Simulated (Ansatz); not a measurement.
# MgO: the cost of one run

Method: DFT PBE, scalar-relativistic, plane waves, PAW, in Ansatz 0.2.0.

The COD cell was measured well above room temperature, so it is larger than a cold one.

## Step 1: Starting point

Symmetry: Fm-3m, No. 225, cubic system. The conventional cell has a = 4.270 Å, b = 4.270 Å, c = 4.270 Å, α = 90.00°, β = 90.00°, γ = 90.00°. Around Mg (site symmetry m-3m) lie 6 O at 2.14 Å. Around O (site symmetry m-3m) lie 6 Mg at 2.14 Å.

Coordinates:

```
CELL_PARAMETERS angstrom
0.00000 2.13515 2.13515
2.13515 0.00000 2.13515
2.13515 2.13515 0.00000
ATOMIC_POSITIONS crystal
Mg 0.00000 0.00000 0.00000
O 0.50000 0.50000 0.50000
```

Source of the structure: the Crystallography Open Database.

## Step 2: Probe: one point at the start

The input, input.yaml:

```yaml
crystal:
  lattice:
    - [0.0, 2.13515, 2.13515]
    - [2.13515, 0.0, 2.13515]
    - [2.13515, 2.13515, 0.0]
  atoms:
    - { symbol: Mg, position: [0.0, 0.0, 0.0] }
    - { symbol: O, position: [0.5, 0.5, 0.5] }
basis:
  ecutwfc: 350.0
kpoints:
  mp_grid: { grid: [8, 8, 8] }
hamiltonian:
  xc: pbe
scf:
  occupations: { method: gaussian, width: 0.1 }
output:
  forces: true
  stress: true
  eigenvalues: true
```

Started as:

```
$ ansatz run input.yaml --threads 1 --pin off --max-ram 2560MiB --backend cpu --events-out ev --progress --plain --runs-dir out
```

Q: Estimate wall time and peak memory on 1 thread of Intel Xeon at 2.50GHz (Skylake/Cascade Lake), shared host.

About 1.2 s, with a peak of 0.27 GiB.
